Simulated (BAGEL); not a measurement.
# GeSiH4F2 (SMILES F[SiH](F)[GeH3]) at RI-MP2/def2-SVP (density fitting with cc-pvqz-jkfit)

What is the energy change on altering one bond length of GeSiH4F2 at RI-MP2/def2-SVP (density fitting with cc-pvqz-jkfit)? 

The calculation is run with BAGEL 1.2.2.

2 further runs of the same task are left out: 2 that didn't finish.

### 1 The system as given

GeSiH4F2: 8 atoms, total charge 0, spin state singlet. SMILES: `F[SiH](F)[GeH3]`. The coordinates come from a PBE0-D4/def2-TZVP relaxation.

Bond lengths: F1–Si2 1.592 Å, Si2–F3 1.592 Å, Si2–Ge4 2.377 Å, Si2–H5 1.481 Å, Ge4–H6 1.536 Å, Ge4–H7 1.534 Å, Ge4–H8 1.536 Å. Some angles: F1–Si2–F3 107.0°, F1–Si2–Ge4 109.5°, F3–Si2–Ge4 109.5°, F1–Si2–H5 107.4°, F3–Si2–H5 107.4°, Ge4–Si2–H5 115.8°, Si2–Ge4–H6 109.5°, Si2–Ge4–H7 110.3°, Si2–Ge4–H8 109.5°, H6–Ge4–H7 109.3°.

### 2 A single-point energy at RI-MP2/def2-SVP (density fitting with cc-pvqz-jkfit)

job.json reads:

```json
{ "bagel": [

{
  "title": "molecule",
  "basis": "svp",
  "df_basis": "cc-pvqz-jkfit",
  "angstrom": true,
  "geometry": [
    { "atom": "F", "xyz": [    1.301800,   -1.418600,    1.197400 ] },
    { "atom": "Si", "xyz": [    1.139900,   -0.126600,    0.280900 ] },
    { "atom": "F", "xyz": [    1.983100,   -0.386400,   -1.044700 ] },
    { "atom": "Ge", "xyz": [   -1.151500,    0.164400,   -0.281300 ] },
    { "atom": "H", "xyz": [    1.776500,    1.004200,    0.994900 ] },
    { "atom": "H", "xyz": [   -1.970000,    0.389600,    0.998800 ] },
    { "atom": "H", "xyz": [   -1.682300,   -1.076600,   -1.011200 ] },
    { "atom": "H", "xyz": [   -1.305500,    1.392900,   -1.190400 ] }
  ]
},
{ "title": "hf" },
{ "title": "mp2", "ncore": 16 }

]}
```

Run with:

```
$ BAGEL_NUM_THREADS=1 BAGEL job.json > job.out
```

Standard output:

```text
* using 1 threads per process

  ===============================================================
  ===============================================================

  *** Geometry ***

  { "atom" : "F", "xyz" : [      2.460045,     -2.680765,      2.262758 ] },
  { "atom" : "Si", "xyz" : [      2.154099,     -0.239239,      0.530824 ] },
  { "atom" : "F", "xyz" : [      3.747516,     -0.730190,     -1.974197 ] },
  { "atom" : "Ge", "xyz" : [     -2.176020,      0.310671,     -0.531580 ] },
  { "atom" : "H", "xyz" : [      3.357098,      1.897663,      1.880089 ] },
  { "atom" : "H", "xyz" : [     -3.722760,      0.736237,      1.887458 ] },
  { "atom" : "H", "xyz" : [     -3.179086,     -2.034479,     -1.910891 ] },
  { "atom" : "H", "xyz" : [     -2.467037,      2.632200,     -2.249530 ] },

  Number of auxiliary basis functions:      782

  Since a DF basis is specified, we compute 2- and 3-index integrals:
    o Being stored without compression. Storage requirement is 0.060 GB

  Number of basis functions:       98
  Number of electrons      :       68

    * METHOD: MOLECULE                             0.56

  *** RHF ***

  === Nuclear Repulsion ===
   355.5053619223

      * DIIS with orbital gradients will be used.

  === RHF iteration (svp) ===
      0      -2564.88476325          0.01646076           0.24
      1      -2565.02500937          0.01057681           0.20
      2      -2565.10168954          0.00094627           0.20
      3      -2565.10282513          0.00013439           0.23
      4      -2565.10284657          0.00004200           0.19
      5      -2565.10284836          0.00001485           0.20
      6      -2565.10284854          0.00000392           0.25
      7      -2565.10284856          0.00000080           0.28
      8      -2565.10284856          0.00000026           0.27
      9      -2565.10284856          0.00000010           0.19
     10      -2565.10284856          0.00000003           0.19
     11      -2565.10284856          0.00000001           0.20
    * SCF iteration converged.

    * Permanent dipole moment:
           (    0.485704,    -0.552048,    -0.106774) a.u.

    * METHOD: HF                                   2.99

  *** RHF ***

  === Nuclear Repulsion ===
   355.5053619223

      * DIIS with orbital gradients will be used.

  === RHF iteration (svp) ===
      0      -2565.10284856          0.00000000           0.20
    * SCF iteration converged.

    * Permanent dipole moment:
           (    0.485704,    -0.552048,    -0.106774) a.u.

  === DF-MP2 calculation ===

    * freezing 16 orbitals
    * 3-index integral transformation done
    * assembly done

      MP2 correlation energy:   -0.6992467042      0.11

      MP2 total energy:       -2565.8020952641

    * METHOD: MP2                                  0.53

  ===============================================================
```

It took 5.1 s on 1 thread of Intel Xeon 6975P-C (Granite Rapids), shared host; peak memory 0.23 GiB.

### 3 The distorted shape, same level

job.json reads:

```json
{ "bagel" : [

{
  "title" : "molecule",
  "basis" : "svp",
  "df_basis" : "cc-pvqz-jkfit",
  "angstrom" : true,
  "geometry" : [
    { "atom" : "F", "xyz" : [       1.175344,      -1.379637,       1.396202 ] },
    { "atom" : "Si", "xyz" : [       1.013444,      -0.087637,       0.479702 ] },
    { "atom" : "F", "xyz" : [       1.983100,      -0.386400,      -1.044700 ] },
    { "atom" : "Ge", "xyz" : [      -1.277956,       0.203363,      -0.082498 ] },
    { "atom" : "H", "xyz" : [       1.650044,       1.043163,       1.193702 ] },
    { "atom" : "H", "xyz" : [      -2.096456,       0.428563,       1.197602 ] },
    { "atom" : "H", "xyz" : [      -1.808756,      -1.037637,      -0.812398 ] },
    { "atom" : "H", "xyz" : [      -1.431956,       1.431863,      -0.991598 ] }
  ]
},

{
  "title" : "hf"
},

{
  "title" : "mp2",
  "ncore" : 16
}

]}
```

Run with:

```
$ BAGEL_NUM_THREADS=1 BAGEL job.json > job.out
```

Standard output:

```text
* using 1 threads per process

  ===============================================================
  ===============================================================

  *** Geometry ***

  { "atom" : "F", "xyz" : [      2.221078,     -2.607136,      2.638439 ] },
  { "atom" : "Si", "xyz" : [      1.915132,     -0.165610,      0.906505 ] },
  { "atom" : "F", "xyz" : [      3.747516,     -0.730190,     -1.974197 ] },
  { "atom" : "Ge", "xyz" : [     -2.414987,      0.384300,     -0.155899 ] },
  { "atom" : "H", "xyz" : [      3.118131,      1.971292,      2.255770 ] },
  { "atom" : "H", "xyz" : [     -3.961728,      0.809867,      2.263140 ] },
  { "atom" : "H", "xyz" : [     -3.418053,     -1.960850,     -1.535210 ] },
  { "atom" : "H", "xyz" : [     -2.706005,      2.705829,     -1.873849 ] },

  Number of auxiliary basis functions:      782

  Since a DF basis is specified, we compute 2- and 3-index integrals:
    o Being stored without compression. Storage requirement is 0.060 GB

  Number of basis functions:       98
  Number of electrons      :       68

    * METHOD: MOLECULE                             0.62

  *** RHF ***

  === Nuclear Repulsion ===
   346.1824841709

      * DIIS with orbital gradients will be used.

  === RHF iteration (svp) ===
      0      -2564.82647596          0.01741423           0.28
      1      -2564.97413526          0.01201875           0.22
      2      -2565.07695390          0.00108466           0.26
      3      -2565.07839018          0.00029707           0.20
      4      -2565.07846986          0.00009403           0.28
      5      -2565.07848012          0.00002137           0.21
      6      -2565.07848103          0.00000619           0.20
      7      -2565.07848111          0.00000173           0.19
      8      -2565.07848112          0.00000067           0.21
      9      -2565.07848112          0.00000019           0.18
     10      -2565.07848112          0.00000006           0.18
     11      -2565.07848112          0.00000003           0.20
     12      -2565.07848112          0.00000001           0.18
    * SCF iteration converged.

    * Permanent dipole moment:
           (    0.838094,    -0.660999,    -0.476189) a.u.

    * METHOD: HF                                   3.21

  *** RHF ***

  === Nuclear Repulsion ===
   346.1824841709

      * DIIS with orbital gradients will be used.

  === RHF iteration (svp) ===
      0      -2565.07848112          0.00000000           0.38
    * SCF iteration converged.

    * Permanent dipole moment:
           (    0.838093,    -0.660999,    -0.476189) a.u.

  === DF-MP2 calculation ===

    * freezing 16 orbitals
    * 3-index integral transformation done
    * assembly done

      MP2 correlation energy:   -0.7047501086      0.16

      MP2 total energy:       -2565.7832312271

    * METHOD: MP2                                  0.81

  ===============================================================
```

Wall time 5.7 s (1 thread of Intel Xeon 6975P-C (Granite Rapids), shared host); peak memory 0.23 GiB.

### 4 Results

At RI-MP2/def2-SVP (density fitting with cc-pvqz-jkfit), 16 core orbitals frozen:

| quantity | value |
| --- | --- |
| first shape: total energy | -2565.80210 Eh |
| first shape: correlation energy (16 core orbitals frozen) | -699.2 mEh |
| distorted shape: total energy | -2565.78323 Eh |
| distorted shape: correlation energy (16 core orbitals frozen) | -704.8 mEh |
| energy change with the Si2–F3 bond stretched from 1.592 to 1.831 Å | 0.513 eV |

With the Si2–F3 bond stretched from 1.592 to 1.831 Å the energy rises by 0.51 eV (49.5 kJ/mol). The first shape isn't relaxed at this level, so the change isn't measured from a minimum.
